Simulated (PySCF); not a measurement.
**Rh, Rh⁺: ionisation energy in x2c-TZVPall**

Wanted: the ionisation energy of rhodium, up a ladder of methods.

Method: unrestricted determinants in a Gaussian basis, no spin-orbit coupling in the energies. Code: PySCF 2.14.0.

## 1. What is computed

| Quantity | Value |
| --- | --- |
| Element | rhodium (Z = 45) |
| Basis | x2c-TZVPall |
| Hamiltonian | the spin-free X2C one-electron Hamiltonian (Gaussian nucleus) |
| State 1 | Rh: [Kr] 4d8 5s1, high-spin 4F determinant |
| State 2 | Rh⁺: [Kr] 4d8, high-spin 3F determinant |
| Methods | UHF, r2SCAN, M06-2X, MP2 |
| Core shells frozen in the correlated runs | valence: [Kr] (for Rh) |

The outer shells:

Rh [Kr] 4d8 5s1
```
[Kr] core
4d [↑↓][↑↓][↑↓][↑ ][↑ ]
5s [↑ ]
```

Rh+ [Kr] 4d8
```
[Kr] core
4d [↑↓][↑↓][↑↓][↑ ][↑ ]
```

The runs were made by one driver on top of PySCF. The scripts below sum up each run's settings (the driver also hands on starting orbitals that pick excited configurations, and frozen orbitals as a list rather than a count), and the logs come from the driver's own runs. The driver starts from symmetry-adapted Hartree-Fock orbitals, holds the occupation by maximum overlap and uses a logarithmic radial grid for functionals, so a plain start would take other cycles.

It was started by

```
> OMP_NUM_THREADS=1 python atomrun2.py TASK.json OUT
```

The integrals over 63 functions and the set-up took 1.3 s of CPU time.

## 2. Rh

#### UHF

Input file input.py:

```python
from pyscf import gto, scf, dft, mp, cc
import basis_set_exchange as bse
mol = gto.M(atom="Rh 0 0 0", charge=0, spin=3, symmetry="D2h",
            basis=gto.basis.parse(bse.get_basis("x2c-TZVPall", elements=["Rh"], fmt="nwchem", header=False)),
            nucmod="G")
mf = scf.UHF(mol).sfx2c1e()
mf.irrep_nelec = {'Ag': (9, 6), 'B1g': (2, 2), 'B2g': (2, 2), 'B3g': (2, 2), 'B1u': (3, 3), 'B2u': (3, 3), 'B3u': (3, 3)}
mf.kernel()
```

What it wrote:

```text
damping factor = 0
level_shift factor = 0
DIIS = <class 'pyscf.scf.diis.CDIIS'>
diis_start_cycle = 1
diis_space = 10
diis_damp = 0
SCF conv_tol = 1e-09
SCF conv_tol_grad = None
number electrons alpha = 24  beta = 21
cycle= 1 E= -4781.18715247235  delta_E= -0.00563  |g|= 0.025  |ddm|= 0.048
cycle= 2 E= -4781.18731318121  delta_E= -0.000161  |g|= 0.00496  |ddm|= 0.00837
cycle= 3 E= -4781.18732235345  delta_E= -9.17e-06  |g|= 0.00179  |ddm|= 0.00364
cycle= 4 E= -4781.18732336635  delta_E= -1.01e-06  |g|= 0.000558  |ddm|= 0.000965
cycle= 5 E= -4781.18732380963  delta_E= -4.43e-07  |g|= 8.08e-05  |ddm|= 0.000915
cycle= 6 E= -4781.18732381743  delta_E= -7.8e-09  |g|= 2.47e-05  |ddm|= 0.000119
cycle= 7 E= -4781.18732381798  delta_E= -5.46e-10  |g|= 4.62e-06  |ddm|= 7.53e-05
converged SCF energy = -4781.18732381798  <S^2> = 3.7524759  2S+1 = 4.0012378
```

It took 0.6 s on 1 thread of Neoverse-V1, shared host, the integrals not counted.

Orbital energies by shell (radii are means over both spins):

| shell | electrons | mean orbital energy (eV) | spread (eV) | rms radius (bohr) |
| --- | --- | --- | --- | --- |
| 1s α | 1 | -23341.4 | 0 | 0.0374 |
| 1s β | 1 | -23341.3 | 0 | 0.0374 |
| 2s α | 1 | -3465.8 | 0 | 0.154 |
| 2s β | 1 | -3465.2 | 0 | 0.154 |
| 2p α | 3 | -3100.5 | 0 | 0.137 |
| 2p β | 3 | -3100.0 | 0 | 0.137 |
| 3s α | 1 | -654.45 | 0 | 0.415 |
| 3s β | 1 | -654.10 | 0 | 0.415 |
| 3p α | 3 | -531.04 | 0 | 0.419 |
| 3p β | 3 | -530.69 | 0 | 0.419 |
| 3d α | 5 | -333.62 | 0.286 | 0.403 |
| 3d β | 5 | -332.87 | 1.074 | 0.403 |
| 4s α | 1 | -102.65 | 0 | 1.05 |
| 4s β | 1 | -99.288 | 0 | 1.05 |
| 4p α | 3 | -65.731 | 0 | 1.17 |
| 4p β | 3 | -61.586 | 0 | 1.17 |
| 4d α | 5 | -12.356 | 1.041 | 1.72 |
| 4d β | 3 | -10.587 | 0 | 1.72 |
| 5s α | 1 | -6.477 | 0 | 3.76 |

⟨S²⟩ = 3.752, ⟨L²⟩ = 12.04.

#### r2SCAN

input.py, as changed from the run before:

```diff
@@ -5,3 +5,3 @@
             nucmod="G")
-mf = scf.UHF(mol).sfx2c1e()
+mf = dft.UKS(mol, xc="R2SCAN").sfx2c1e()
 mf.irrep_nelec = {'Ag': (9, 6), 'B1g': (2, 2), 'B2g': (2, 2), 'B3g': (2, 2), 'B1u': (3, 3), 'B2u': (3, 3), 'B3u': (3, 3)}
```

What it wrote:

```text
damping factor = 0
level_shift factor = 0
DIIS = <class 'pyscf.scf.diis.CDIIS'>
diis_start_cycle = 1
diis_space = 10
diis_damp = 0
SCF conv_tol = 1e-09
SCF conv_tol_grad = None
number electrons alpha = 24  beta = 21
XC functionals = R2SCAN
    J. W. Furness, A. D. Kaplan, J. Ning, J. P. Perdew, and J. Sun.,  J. Phys. Chem. Lett. 11, 8208-8215 (2020)
    J. W. Furness, A. D. Kaplan, J. Ning, J. P. Perdew, and J. Sun.,  J. Phys. Chem. Lett. 11, 9248-9248 (2020)
    J. W. Furness, A. D. Kaplan, J. Ning, J. P. Perdew, and J. Sun.,  J. Phys. Chem. Lett. 11, 8208-8215 (2020)
    J. W. Furness, A. D. Kaplan, J. Ning, J. P. Perdew, and J. Sun.,  J. Phys. Chem. Lett. 11, 9248-9248 (2020)
cycle= 1 E= -4783.60763644474  delta_E= -0.013  |g|= 0.0676  |ddm|= 0.345
cycle= 2 E= -4783.60683776163  delta_E= 0.000799  |g|= 0.0887  |ddm|= 0.165
cycle= 3 E= -4783.60851485029  delta_E= -0.00168  |g|= 0.0123  |ddm|= 0.0515
cycle= 4 E= -4783.60855728691  delta_E= -4.24e-05  |g|= 0.000789  |ddm|= 0.019
cycle= 5 E= -4783.60855832929  delta_E= -1.04e-06  |g|= 0.00035  |ddm|= 0.00747
cycle= 6 E= -4783.608558373  delta_E= -4.37e-08  |g|= 3.77e-05  |ddm|= 0.000332
cycle= 7 E= -4783.6085583735  delta_E= -5.02e-10  |g|= 5.82e-07  |ddm|= 2.38e-05
converged SCF energy = -4783.6085583735  <S^2> = 3.751303  2S+1 = 4.0006515
```

Time after the integrals: 4.5 s (1 thread of Neoverse-V1, shared host).

#### M06-2X

input.py, as changed from the run before:

```diff
@@ -5,3 +5,3 @@
             nucmod="G")
-mf = dft.UKS(mol, xc="R2SCAN").sfx2c1e()
+mf = dft.UKS(mol, xc="M062X").sfx2c1e()
 mf.irrep_nelec = {'Ag': (9, 6), 'B1g': (2, 2), 'B2g': (2, 2), 'B3g': (2, 2), 'B1u': (3, 3), 'B2u': (3, 3), 'B3u': (3, 3)}
```

What it wrote:

```text
damping factor = 0
level_shift factor = 0
DIIS = <class 'pyscf.scf.diis.CDIIS'>
diis_start_cycle = 1
diis_space = 10
diis_damp = 0
SCF conv_tol = 1e-09
SCF conv_tol_grad = None
number electrons alpha = 24  beta = 21
XC functionals = M062X
    Y. Zhao and D. G. Truhlar.,  Theor. Chem. Acc. 120, 215 (2008)
    Y. Zhao and D. G. Truhlar.,  Theor. Chem. Acc. 120, 215 (2008)
cycle= 1 E= -4783.965966487  delta_E= -0.00998  |g|= 0.0219  |ddm|= 0.185
cycle= 2 E= -4783.96622603255  delta_E= -0.00026  |g|= 0.021  |ddm|= 0.0983
cycle= 3 E= -4783.9663506716  delta_E= -0.000125  |g|= 0.00468  |ddm|= 0.0139
cycle= 4 E= -4783.96636768179  delta_E= -1.7e-05  |g|= 0.00157  |ddm|= 0.0217
cycle= 5 E= -4783.96637065683  delta_E= -2.98e-06  |g|= 0.00029  |ddm|= 0.0112
cycle= 6 E= -4783.96637084509  delta_E= -1.88e-07  |g|= 6.85e-05  |ddm|= 0.0032
cycle= 7 E= -4783.96637085032  delta_E= -5.23e-09  |g|= 1.29e-05  |ddm|= 0.000312
cycle= 8 E= -4783.96637085041  delta_E= -9.09e-11  |g|= 4.65e-07  |ddm|= 5.09e-05
converged SCF energy = -4783.96637085041  <S^2> = 3.7555306  2S+1 = 4.0027643
```

It took 4.5 s on 1 thread of Neoverse-V1, shared host, the integrals not counted.

#### MP2 (valence)

input.py, as changed from the run before:

```diff
@@ -5,4 +5,5 @@
             nucmod="G")
-mf = dft.UKS(mol, xc="M062X").sfx2c1e()
+mf = scf.UHF(mol).sfx2c1e()
 mf.irrep_nelec = {'Ag': (9, 6), 'B1g': (2, 2), 'B2g': (2, 2), 'B3g': (2, 2), 'B1u': (3, 3), 'B2u': (3, 3), 'B3u': (3, 3)}
 mf.kernel()
+mp.UMP2(mf, frozen=18).kernel()
```

No log was kept for this step.

It took 0.1 s on 1 thread of Neoverse-V1, shared host, the integrals not counted.

With 9 electrons correlated, the MP2 correlation energy is -0.18925 hartree (-0.07454 same spin, -0.11471 opposite spin); the SCS form gives -0.16250. Largest pairs of shells: 4d-4d -0.1666, 4d-5s -0.0226, 5s-5s 0.0000.

Radial density 4πr²ρ of Rh at UHF, without picture-change correction:

| r (bohr) | density | spin density |
| --- | --- | --- |
| 0.000544 | 0.540 | 0.000 |
| 0.000915 | 1.29 | 0.000 |
| 0.00154 | 3.03 | 0.000 |
| 0.00259 | 6.84 | 0.001 |
| 0.00436 | 14.6 | 0.001 |
| 0.00733 | 28.3 | 0.002 |
| 0.0123 | 46.2 | 0.003 |
| 0.0207 | 57.5 | 0.002 |
| 0.0349 | 51.6 | -0.001 |
| 0.0586 | 52.9 | 0.004 |
| 0.0986 | 71.9 | 0.064 |
| 0.166 | 50.9 | 0.238 |
| 0.279 | 55.4 | 0.311 |
| 0.469 | 32.4 | -0.005 |
| 0.790 | 14.7 | 0.879 |
| 1.33 | 10.8 | 1.415 |
| 2.23 | 2.43 | 0.755 |
| 3.76 | 0.439 | 0.299 |
| 6.32 | 0.0429 | 0.041 |
| 10.6 | 0.000169 | 0.000 |

## 3. Rh⁺: the ladder of methods

#### UHF

Input file input.py:

```python
from pyscf import gto, scf, dft, mp, cc
import basis_set_exchange as bse
mol = gto.M(atom="Rh 0 0 0", charge=1, spin=2, symmetry="D2h",
            basis=gto.basis.parse(bse.get_basis("x2c-TZVPall", elements=["Rh"], fmt="nwchem", header=False)),
            nucmod="G")
mf = scf.UHF(mol).sfx2c1e()
mf.irrep_nelec = {'Ag': (8, 6), 'B1g': (2, 2), 'B2g': (2, 2), 'B3g': (2, 2), 'B1u': (3, 3), 'B2u': (3, 3), 'B3u': (3, 3)}
mf.kernel()
```

What it wrote:

```text
damping factor = 0
level_shift factor = 0
DIIS = <class 'pyscf.scf.diis.CDIIS'>
diis_start_cycle = 1
diis_space = 10
diis_damp = 0
SCF conv_tol = 1e-09
SCF conv_tol_grad = None
number electrons alpha = 23  beta = 21
cycle= 1 E= -4780.95514672939  delta_E= -0.0057  |g|= 0.0252  |ddm|= 0.0483
cycle= 2 E= -4780.95530807874  delta_E= -0.000161  |g|= 0.00488  |ddm|= 0.00838
cycle= 3 E= -4780.95531632061  delta_E= -8.24e-06  |g|= 0.00151  |ddm|= 0.00283
cycle= 4 E= -4780.95531699487  delta_E= -6.74e-07  |g|= 0.000469  |ddm|= 0.000763
cycle= 5 E= -4780.95531725331  delta_E= -2.58e-07  |g|= 6.69e-05  |ddm|= 0.000621
cycle= 6 E= -4780.95531725762  delta_E= -4.32e-09  |g|= 1.8e-05  |ddm|= 8.15e-05
cycle= 7 E= -4780.95531725782  delta_E= -1.94e-10  |g|= 3.06e-06  |ddm|= 1.84e-05
converged SCF energy = -4780.95531725782  <S^2> = 2.0034047  2S+1 = 3.0022689
```

Time after the integrals: 0.43 s (1 thread of Neoverse-V1, shared host).

Orbital energies by shell (radii are means over both spins):

| shell | electrons | mean orbital energy (eV) | spread (eV) | rms radius (bohr) |
| --- | --- | --- | --- | --- |
| 1s β | 1 | -23349.0 | 0 | 0.0374 |
| 1s α | 1 | -23349.0 | 0 | 0.0374 |
| 2s α | 1 | -3473.3 | 0 | 0.154 |
| 2s β | 1 | -3472.8 | 0 | 0.154 |
| 2p α | 3 | -3108.1 | 0 | 0.137 |
| 2p β | 3 | -3107.6 | 0 | 0.137 |
| 3s α | 1 | -661.96 | 0 | 0.415 |
| 3s β | 1 | -661.69 | 0 | 0.415 |
| 3p α | 3 | -538.62 | 0 | 0.419 |
| 3p β | 3 | -538.28 | 0 | 0.419 |
| 3d α | 5 | -341.24 | 0.283 | 0.403 |
| 3d β | 5 | -340.45 | 1.078 | 0.403 |
| 4s α | 1 | -110.24 | 0 | 1.05 |
| 4s β | 1 | -106.94 | 0 | 1.05 |
| 4p α | 3 | -73.545 | 0 | 1.17 |
| 4p β | 3 | -69.287 | 0 | 1.17 |
| 4d α | 5 | -20.076 | 1.039 | 1.67 |
| 4d β | 3 | -18.398 | 0 | 1.67 |

⟨S²⟩ = 2.003, ⟨L²⟩ = 12.03.

#### r2SCAN

input.py, as changed from the run before:

```diff
@@ -5,3 +5,3 @@
             nucmod="G")
-mf = scf.UHF(mol).sfx2c1e()
+mf = dft.UKS(mol, xc="R2SCAN").sfx2c1e()
 mf.irrep_nelec = {'Ag': (8, 6), 'B1g': (2, 2), 'B2g': (2, 2), 'B3g': (2, 2), 'B1u': (3, 3), 'B2u': (3, 3), 'B3u': (3, 3)}
```

What it wrote:

```text
damping factor = 0
level_shift factor = 0
DIIS = <class 'pyscf.scf.diis.CDIIS'>
diis_start_cycle = 1
diis_space = 10
diis_damp = 0
SCF conv_tol = 1e-09
SCF conv_tol_grad = None
number electrons alpha = 23  beta = 21
XC functionals = R2SCAN
    J. W. Furness, A. D. Kaplan, J. Ning, J. P. Perdew, and J. Sun.,  J. Phys. Chem. Lett. 11, 8208-8215 (2020)
    J. W. Furness, A. D. Kaplan, J. Ning, J. P. Perdew, and J. Sun.,  J. Phys. Chem. Lett. 11, 9248-9248 (2020)
    J. W. Furness, A. D. Kaplan, J. Ning, J. P. Perdew, and J. Sun.,  J. Phys. Chem. Lett. 11, 8208-8215 (2020)
    J. W. Furness, A. D. Kaplan, J. Ning, J. P. Perdew, and J. Sun.,  J. Phys. Chem. Lett. 11, 9248-9248 (2020)
cycle= 1 E= -4783.32490607405  delta_E= -0.00858  |g|= 0.0496  |ddm|= 0.0867
cycle= 2 E= -4783.32482644795  delta_E= 7.96e-05  |g|= 0.0413  |ddm|= 0.0281
cycle= 3 E= -4783.32507129161  delta_E= -0.000245  |g|= 0.0108  |ddm|= 0.0211
cycle= 4 E= -4783.32509808423  delta_E= -2.68e-05  |g|= 0.000587  |ddm|= 0.00517
cycle= 5 E= -4783.32509818494  delta_E= -1.01e-07  |g|= 6.28e-05  |ddm|= 0.00031
cycle= 6 E= -4783.32509818632  delta_E= -1.38e-09  |g|= 2.85e-06  |ddm|= 3.71e-05
cycle= 7 E= -4783.32509818633  delta_E= -5.46e-12  |g|= 8.03e-08  |ddm|= 2.79e-06
converged SCF energy = -4783.32509818633  <S^2> = 2.0013898  2S+1 = 3.0009264
```

Time after the integrals: 3.6 s (1 thread of Neoverse-V1, shared host).

#### M06-2X

input.py, as changed from the run before:

```diff
@@ -5,3 +5,3 @@
             nucmod="G")
-mf = dft.UKS(mol, xc="R2SCAN").sfx2c1e()
+mf = dft.UKS(mol, xc="M062X").sfx2c1e()
 mf.irrep_nelec = {'Ag': (8, 6), 'B1g': (2, 2), 'B2g': (2, 2), 'B3g': (2, 2), 'B1u': (3, 3), 'B2u': (3, 3), 'B3u': (3, 3)}
```

What it wrote:

```text
damping factor = 0
level_shift factor = 0
DIIS = <class 'pyscf.scf.diis.CDIIS'>
diis_start_cycle = 1
diis_space = 10
diis_damp = 0
SCF conv_tol = 1e-09
SCF conv_tol_grad = None
number electrons alpha = 23  beta = 21
XC functionals = M062X
    Y. Zhao and D. G. Truhlar.,  Theor. Chem. Acc. 120, 215 (2008)
    Y. Zhao and D. G. Truhlar.,  Theor. Chem. Acc. 120, 215 (2008)
cycle= 1 E= -4783.69999314831  delta_E= -0.00817  |g|= 0.0153  |ddm|= 0.117
cycle= 2 E= -4783.70001427427  delta_E= -2.11e-05  |g|= 0.00871  |ddm|= 0.00983
cycle= 3 E= -4783.70002777465  delta_E= -1.35e-05  |g|= 0.00422  |ddm|= 0.00566
cycle= 4 E= -4783.70003055118  delta_E= -2.78e-06  |g|= 0.000302  |ddm|= 0.00171
cycle= 5 E= -4783.70003057562  delta_E= -2.44e-08  |g|= 1.45e-05  |ddm|= 0.000169
cycle= 6 E= -4783.70003057586  delta_E= -2.37e-10  |g|= 2.16e-06  |ddm|= 1.8e-05
converged SCF energy = -4783.70003057586  <S^2> = 2.002739  2S+1 = 3.0018255
```

It took 3.3 s on 1 thread of Neoverse-V1, shared host, the integrals not counted.

#### MP2 (valence)

input.py, as changed from the run before:

```diff
@@ -5,4 +5,5 @@
             nucmod="G")
-mf = dft.UKS(mol, xc="M062X").sfx2c1e()
+mf = scf.UHF(mol).sfx2c1e()
 mf.irrep_nelec = {'Ag': (8, 6), 'B1g': (2, 2), 'B2g': (2, 2), 'B3g': (2, 2), 'B1u': (3, 3), 'B2u': (3, 3), 'B3u': (3, 3)}
 mf.kernel()
+mp.UMP2(mf, frozen=18).kernel()
```

No log was kept for this step.

It took 0.1 s on 1 thread of Neoverse-V1, shared host, the integrals not counted.

With 8 electrons correlated, the MP2 correlation energy is -0.16512 hartree (-0.06211 same spin, -0.10301 opposite spin); the SCS form gives -0.14432. Largest pairs of shells: 4d-4d -0.1651.

Radial density 4πr²ρ of Rh⁺ at UHF, without picture-change correction:

| r (bohr) | density | spin density |
| --- | --- | --- |
| 0.000544 | 0.539 | 0.000 |
| 0.000915 | 1.29 | 0.000 |
| 0.00154 | 3.03 | 0.000 |
| 0.00259 | 6.84 | 0.000 |
| 0.00436 | 14.6 | 0.000 |
| 0.00733 | 28.3 | -0.001 |
| 0.0123 | 46.2 | -0.001 |
| 0.0207 | 57.5 | -0.001 |
| 0.0349 | 51.6 | -0.001 |
| 0.0586 | 52.9 | 0.004 |
| 0.0986 | 71.9 | 0.059 |
| 0.166 | 50.9 | 0.256 |
| 0.279 | 55.4 | 0.314 |
| 0.469 | 32.4 | -0.006 |
| 0.790 | 14.7 | 0.891 |
| 1.33 | 10.9 | 1.481 |
| 2.23 | 2.12 | 0.431 |
| 3.76 | 0.147 | 0.021 |
| 6.32 | 0.000722 | 0.000 |

## 4. How the shells move

Highest occupied Hartree-Fock shell of each state: Rh 5s α at -6.477 eV; Rh⁺ 4d β at -18.398 eV.

## 5. Differences of total energies

Ionisation energy: Rh [Kr] 4d8 5s1 (4F) → Rh⁺ [Kr] 4d8 (3F).

| method | value (eV) | error (eV) | CPU time, both states (s) |
| --- | --- | --- | --- |
| UHF | 6.313 | -1.166 | 1 |
| r2SCAN | 7.713 | +0.234 | 8.2 |
| M06-2X | 7.247 | -0.232 | 7.8 |
| MP2 (valence) | 6.970 | -0.509 | 1.2 |
| SCS-MP2 (valence) | 6.808 | -0.671 | 1.2 |

Reference: 7.479 eV (measured; NIST levels, between the centres of gravity of the two terms). Errors of the correlated levels include the incompleteness of this basis.

Times are CPU seconds on a shared host without the integrals; correlated rows include their Hartree-Fock run, whose time holds the symmetry-adapted start and any spin-orbit constants, while functionals begin from orbitals already made.

## 6. Results

| quantity | value |
| --- | --- |
| ionisation energy, Rh | UHF 6.313, MP2 (valence) 6.970 eV; reference 7.479 |

Each level's miss and price (over 1 difference):

| method | mean absolute miss against the measured value (with the measured fine structure taken into account where it is known) (eV) | CPU time, both states (s) |
| --- | --- | --- |
| UHF | 1.166 | 1 |
| r2SCAN | 0.234 | 8.2 |
| M06-2X | 0.232 | 7.8 |
| MP2 (valence) | 0.509 | 1.2 |
| SCS-MP2 (valence) | 0.671 | 1.2 |

**Reading.** M06-2X lands nearest to the measured value (off by 0.23 eV), level with r2SCAN; UHF misses by most (1.17 eV). Hartree-Fock falls short because the species with more electrons holds more correlation energy, which it lacks. The basis is finite, and no extrapolation was made. The dearest level timed, r2SCAN, costs 7.9 times the cheapest, UHF, and differs from the measured value (with the measured fine structure taken into account where it is known) by 0.23 against 1.17 eV.
